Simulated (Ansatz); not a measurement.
Run this with Ansatz's Python interface and show what comes out.

`input.yaml`
```yaml
crystal:
  periodic: [false, false, false]
  atoms:
    - { symbol: C, position_ang: [-1.4612, 1.6398, 1.6237] }
    - { symbol: C, position_ang: [-0.9884, 0.7116, 1.0261] }
    - { symbol: Si, position_ang: [-0.2509, -0.7438, 0.0884] }
    - { symbol: C, position_ang: [1.1889, -0.2695, -0.9625] }
    - { symbol: Cl, position_ang: [1.9281, -1.7282, -1.6686] }
    - { symbol: Cl, position_ang: [0.669, 0.8249, -2.2661] }
    - { symbol: H, position_ang: [-1.8864, 2.4623, 2.1529] }
    - { symbol: H, position_ang: [0.1664, -1.7507, 1.1037] }
    - { symbol: H, position_ang: [-1.3295, -1.3911, -0.7094] }
    - { symbol: H, position_ang: [1.9642, 0.2445, -0.3882] }
basis:
  gaussian: { orbitals: def2-SVP }
hamiltonian:
  xc: hf
output:
  forces: true
accuracy: medium
scf:
  lower_state_search: standard
```

The script, `c3h4cl2si_deck.py`:
```python
"""Run C3H4Cl2Si from an input written out key by key."""

import logging
import sys

import ansatz as az
import numpy as np

logging.basicConfig(stream=sys.stdout, format="%(name)s: %(message)s")
log = logging.getLogger("run")
log.setLevel(logging.INFO)


def main() -> None:
    session = az.Session.from_deck("input.yaml")
    r = session.plan(threads=1).execute().report

    for key in ("converged", "free_energy_ev", "reference_energy_ev", "n_frozen", "n_occupied", "n_virtual"):
        log.info(f"{key:22s} {r[key]}")
    symbols = ["C", "C", "Si", "C", "Cl", "Cl", "H", "H", "H", "H"]
    state = r["mean_field"]["state"]
    log.info(f"mean field: {state['energy']['hartree']:.7f} Ha, <S^2> = {abs(state['spin_squared']):.4f}, stability: {state.get('stability', {}).get('kind')}")

    forces = np.array(r["forces_ev_ang"])
    print("largest force", round(float(np.linalg.norm(forces, axis=1).max()), 4), "eV/A, rms", round(float(np.sqrt((forces ** 2).mean())), 4))
    charges = r["charge_distribution"]
    print("dipole moment", round(4.803205 * float(np.linalg.norm(charges["dipole_moment_e_ang"])), 3), "D")
    print("Mulliken:", [(s, round(q, 3)) for s, q in zip(symbols, charges["mulliken_charges_e"])])


if __name__ == "__main__":
    main()
```

Output of `python c3h4cl2si_deck.py`:
```text
run: converged              True
run: free_energy_ev         -36009.50598078125
run: reference_energy_ev    -36009.50598078125
run: n_frozen               0
run: n_occupied             [35, 35]
run: n_virtual              [81, 81]
run: mean field: -1323.3249367 Ha, <S^2> = 0.0000, stability: minimum
largest force 2.5884 eV/A, rms 0.5617
dipole moment 1.962 D
Mulliken: [('C', -0.221), ('C', -0.204), ('Si', 0.866), ('C', -0.173), ('Cl', -0.146), ('Cl', -0.143), ('H', 0.085), ('H', -0.11), ('H', -0.097), ('H', 0.143)]
```

Reading the output:
- The settings weren't tested for convergence.
- The geometry is a force-field or estimated start, not a minimum of this method, and the basis set is short of its limit.
- Wall time of the script: 3.1 s on 1 thread of Arm Neoverse V1, with other jobs on the host, peak memory 0.3 GiB.

(Lines on the test bed's own set-up are left out of the output.)
